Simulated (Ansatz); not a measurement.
# In (bcc type): the cost of one run

Computed with Ansatz 0.2.0 (DFT PBEsol, with the methods named in each step, unless a step's input says otherwise).

1 further run of the same task is left out (for a known fault of the program). Runs told in other sessions of the task aren't counted.

### Step 1. Starting point

It takes space group Im-3m (No. 229, cubic). Conventional cell: a = 3.712 Å, b = 3.712 Å, c = 3.712 Å, α = 90.00°, β = 90.00°, γ = 90.00°. Around In (site symmetry m-3m) lie 8 In at 3.21 Å.

Structure file:

```
CELL_PARAMETERS angstrom
-1.85618 1.85618 1.85618
1.85618 -1.85618 1.85618
1.85618 1.85618 -1.85618
ATOMIC_POSITIONS crystal
In 0.00000 0.00000 0.00000
```

Whether this phase is the stable one at these pressures isn't tested.

### Step 2. Cell relaxed at zero pressure, PAW

input.yaml

```yaml
crystal:
  lattice:
    - [-1.8561760959, 1.8561760959, 1.8561760959]
    - [1.8561760959, -1.8561760959, 1.8561760959]
    - [1.8561760959, 1.8561760959, -1.8561760959]
  atoms:
    - { symbol: In, position: [0.0, 0.0, 0.0] }
kpoints:
  mp_grid: { grid: [16, 16, 16] }
scf:
  occupations: { method: fermi_dirac, width: 0.1 }
hamiltonian:
  xc: pbesol
  pseudopotentials: { kind: paw }
output:
  forces: true
  stress: true
relax:
  f_tol: 0.005
  max_steps: 40
  cell: {}
```

Command:

```
ansatz run input.yaml --threads 1 --pin off --max-ram 2048MiB --backend cpu --events-out ev --progress --plain --runs-dir out
```

**Question.** How long does this run take on 1 thread of Arm Neoverse V1, shared host, and how much memory does it need?

About 6.6 s, with a peak of 0.33 GiB.
